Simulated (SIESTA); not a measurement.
InSb3 under changes of volume

One of the cells (28.313 Å³/atom); the others are scaled copies at fixed shape and fractional positions:

```
Sb In
1.0
     4.83820    0.00000    0.00000
     0.00000    4.83820    0.00000
     0.00000    0.00000    4.83820
Sb In
3 1
Cartesian
  2.4191 2.4191 0.0000
  0.0000 2.4191 2.4191
  2.4191 0.0000 2.4191
  0.0000 0.0000 0.0000
```

The cell comes from a database or a generator and needn't be the stable form of this composition.

| Item | Value |
| --- | --- |
| Program | SIESTA 5.4.2 |
| Functional | PBE |
| Potentials or basis | PseudoDojo 0.4 standard (PBE files) |
| Basis | DZP (energy shift 0.003 Ry; two zetas on semicore shells) |
| Grid cutoff | 500 Ry |
| Energy shift | 0.003 Ry |
| k mesh | 6 × 6 × 6 |
| Occupations | fermi-dirac, width 0.05 eV |
| Spin | no spin polarisation |

```tsv
volume (Å³/atom)	energy over the lowest point (meV/atom)	pressure (GPa)
26.093	41.38	5.6
26.648	?	?
27.203	12.35	2.9
28.313	0.31	0.6
28.868	0.00	-0.4
29.424	3.12	-1.3
```

What does the run at 26.648 Å³/atom give?

Energy over the lowest point 24.22 meV/atom; pressure 4.3 GPa.

Worked out: A Birch-Murnaghan fit of order 3 (a polynomial in V^(-2/3)) to the other rows has its minimum at 28.64 Å³/atom with B0 = V·E''(V) = 53 GPa (rough, since the energies scatter). It gives 24.59 meV/atom at 26.648 Å³/atom, against the run's 24.22, and -dE/dV = 4.2 GPa, against 4.3.

Energies are extrapolated to zero smearing.

Caveats: the basis of atomic orbitals isn't converged, which shifts pressures, moduli and gaps.
